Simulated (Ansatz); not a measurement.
# AlH5O2Si: up Jacob's ladder to CCSD(T)

How much do the methods differ for AlH5O2Si? The plan is to run it at one geometry with functionals of several rungs and with coupled cluster. The yardstick is the atomisation energy at the CCSD(T) limit.

Method: functionals in def2-TZVPP, the program's frozen cores in correlated methods; program: Ansatz 0.2.0, Gaussian basis.

Levels to be run: LDA (SPW92), PBE-D4, revPBE-D4, BLYP-D4, r2SCAN-D4, B97M-V, PBE0-D4, B3LYP-D4, r2SCANh-D4, r2SCAN0-D4, HSE06-D4, BHLYP-D4, CAM-B3LYP-D4, LC-ωPBE, ωB97X-V, ωB97M-V, B2PLYP, PBE-QIDH; CCSD(T)/def2-SVP; CCSD(T)/def2-TZVPP; MP2/def2-QZVPP; extrapolation to the limit; RPA on PBE.

## (1) The geometry

The geometry comes from an earlier relaxation with PBE0-D4 in a triple-zeta def2 set; it is a stationary point, not always the lowest conformer.

SMILES `O[SiH2][O][AlH2]`, 9 atoms, charge 0, spin multiplicity 1.

Atoms are counted from 1 here; the program's logs count them from 0.

Bond lengths: O1–Si2 1.642 Å, O1–H5 0.958 Å, Si2–O3 1.619 Å, Si2–H6 1.480 Å, Si2–H7 1.487 Å, O3–Al4 1.683 Å, Al4–H8 1.580 Å, Al4–H9 1.579 Å. Angles: Si2–O1–H5 117.9°, O1–Si2–O3 112.5°, O1–Si2–H6 104.7°, O1–Si2–H7 110.2°, O3–Si2–H6 110.2°, O3–Si2–H7 107.6°, H6–Si2–H7 111.8°, Si2–O3–Al4 173.6°, O3–Al4–H8 117.8°, O3–Al4–H9 118.1°, H8–Al4–H9 124.1°.

## (2) LDA

This LDA is Slater exchange with PW92 correlation.

The input, in.yaml:

```yaml
crystal:
  periodic: [false, false, false]
  atoms:
    - {symbol: O, position_ang: [-0.795067, 1.829420, -0.898217]}
    - {symbol: Si, position_ang: [0.173035, 1.196684, 0.266909]}
    - {symbol: O, position_ang: [0.250787, -0.418868, 0.197712]}
    - {symbol: Al, position_ang: [0.325719, -2.080506, -0.060638]}
    - {symbol: H, position_ang: [-1.740838, 1.705756, -0.810913]}
    - {symbol: H, position_ang: [1.506055, 1.782810, 0.005036]}
    - {symbol: H, position_ang: [-0.337306, 1.564905, 1.614248]}
    - {symbol: H, position_ang: [-0.959489, -2.795723, -0.636782]}
    - {symbol: H, position_ang: [1.665604, -2.830577, 0.305447]}
basis:
  gaussian: {orbitals: def2-TZVPP}
hamiltonian: {xc: lda}
output: {orbitals: {seedname: orbitals}}
```

The runs that follow: PBE-D4 (GGA); revPBE-D4 (GGA); BLYP-D4 (GGA); r2SCAN-D4 (meta-GGA); B97M-V (meta-GGA); PBE0-D4 (hybrid); B3LYP-D4 (hybrid); r2SCANh-D4 (hybrid); r2SCAN0-D4 (hybrid); HSE06-D4 (hybrid); BHLYP-D4 (hybrid); CAM-B3LYP-D4 (range-separated); LC-ωPBE (range-separated); ωB97X-V (range-separated); ωB97M-V (range-separated); B2PLYP (double hybrid); PBE-QIDH (double hybrid); CCSD(T) in def2-SVP; CCSD(T) in def2-TZVPP; MP2 in def2-QZVPP; RPA on PBE orbitals.

Q: Predict the results of all the runs planned. Wanted: atomisation energy, CCSD(T)/CBS; farthest beyond LDA; mean size of error, GGA; mean size of error, meta-GGA; mean size of error, hybrid; mean size of error, range-separated; mean size of error, double hybrid; gap, smallest and largest; T1 diagnostic.

As calculated:

| quantity | value |
| --- | --- |
| atomisation energy, CCSD(T)/CBS | 32.550 eV |
| functionals within 0.163 eV (0.5 %) | B97M-V, CAM-B3LYP-D4, ωB97X-V |
| farthest beyond LDA | revPBE-D4 (-1.251 eV) |
| mean size of error, GGA | 0.765 eV |
| mean size of error, meta-GGA | 0.133 eV |
| mean size of error, hybrid | 0.799 eV |
| mean size of error, range-separated | 0.239 eV |
| mean size of error, double hybrid | 0.698 eV |
| gap, smallest and largest | 4.84 eV (LDA (SPW92)), 11.93 eV (LC-ωPBE) |
| T1 diagnostic | 0.0120 |
| triples share of the correlation energy | 3.1 % |

LDA overbinds by 3.536 eV (11 %). PBE-D4 misses by -0.523 eV. Double hybrids carry the basis error of their MP2 part in triple zeta, and no dispersion term here, so their miss is partly the set-up's. Taken by rung, meta-GGA functionals do best (0.133 eV on average) and hybrid ones worst beyond LDA (0.799 eV). The mean of the hybrids holds BHLYP, with half exact exchange. Misses under about 0.163 eV are within the doubt on the reference itself, which lacks core-valence correlation, relativity and higher excitations. Hartree-Fock recovers 73 % of the binding; the rest is correlation. CCSD(T) in def2-SVP is off by -2.662 eV, which most functionals beat. Orbital gaps span 4.8 to 11.9 eV; exact exchange widens them.
